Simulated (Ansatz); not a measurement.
# TiSiH₃+ (quintet): the correlation ladder at a displaced geometry (v2), def2-SVP

The task here is to estimate one member of a computed series from the others.

Method: def2-SVP, core rule «outside noble gas», up to 14 orbitals frozen; program: Ansatz 0.2.0, Gaussian basis.

The runs, in order: UHF; CCSD(T) on ROHF; CCSD(T) on UHF; CISD as a restricted active space (open shells left free, so some higher excitations enter); CCSDT(Q) on ROHF; CCSDT(Q) on UHF.

16 further runs of the same task are left out: 6 that didn't finish, 10 set aside as unsound or not needed. Runs told in other sessions of the task aren't counted.

### What is computed

The geometry is a PBE0/def2-TZVP stationary point (not a proven minimum) with its atoms shifted at random (size 0.100 Å).

5 atoms, charge 1, spin multiplicity 5.

Atoms are counted from 1 here; the program's logs count them from 0.

Bond lengths: Ti1–Si2 2.599 Å, Ti1–H4 2.015 Å, Ti1–H5 2.186 Å, Si2–H3 1.420 Å, Si2–H4 1.515 Å, Si2–H5 1.583 Å. Angles: Si2–Ti1–H4 35.6°, Si2–Ti1–H5 37.4°, H4–Ti1–H5 69.9°, Ti1–Si2–H3 118.2°, Ti1–Si2–H4 50.7°, Ti1–Si2–H5 57.0°, H3–Si2–H4 122.6°, H3–Si2–H5 113.1°, H4–Si2–H5 102.2°, Ti1–H4–Si2 93.7°, Ti1–H5–Si2 85.6°.

Set-up of the first run:

in.yaml reads:

```yaml
crystal:
  periodic: [false, false, false]
  atoms:
    - {symbol: Ti, position_ang: [0.030058, -0.000402, 1.008752]}
    - {symbol: Si, position_ang: [-0.027925, 0.007972, -1.589840]}
    - {symbol: H, position_ang: [-1.293425, -0.024452, -2.232397]}
    - {symbol: H, position_ang: [0.373560, 1.113672, -0.635280]}
    - {symbol: H, position_ang: [0.270502, -1.292248, -0.738163]}
basis:
  gaussian: {orbitals: def2-SVP}
total_charge: 1
magnetization: {spin_polarized: true, initial_magnetization: 4}
hamiltonian: {xc: hf}
output: {orbitals: {seedname: orbitals}}
```

The run is started by

```console
$ ansatz run in.yaml --threads 1 --pin off --events-out ev --progress --plain --max-ram 2393MiB
```

Steps of the session up to this table: UHF; CCSD(T) on ROHF; CCSD(T) on UHF; CISD as a restricted active space (open shells left free, so some higher excitations enter); CCSDT(Q) on ROHF; CCSDT(Q) on UHF.

One of the session's tables, all rows but one given; the rest of the session is left out.

| method | from RCCSDT(Q) (kcal/mol) |
| --- | --- |
| ROHF | +103.04 |
| UHF | +99.80 |
| RMP2 | +26.78 |
| UMP2 | +23.83 |
| CISD | +9.84 |
| RCCSD | +3.83 |
| UCCSD | ? |
| RCCSD(T) | +1.19 |
| UCCSD(T) | -0.11 |
| RCCSDT | +0.12 |
| UCCSDT | -0.89 |
| RCCSDT(Q) | 0 |
| UCCSDT(Q) | -0.97 |

Q: Estimate the row for UCCSD from the others.

As computed: from RCCSDT(Q) (kcal/mol): +2.28. In the column «from RCCSDT(Q) (kcal/mol)» it lies between RCCSD(T) (+1.19) and RCCSD (+3.83).

The ROHF row is the lowest such solution found; the determinant under the restricted MP2 and coupled-cluster rows lies 0.05 eV higher.

Caveats from the session: Warnings: coupled cluster took another determinant than the lowest. Restricted and unrestricted rows rest on different reference determinants; a gap between their highest levels can come from leftover correlation error, from unlike frozen cores or from another state.
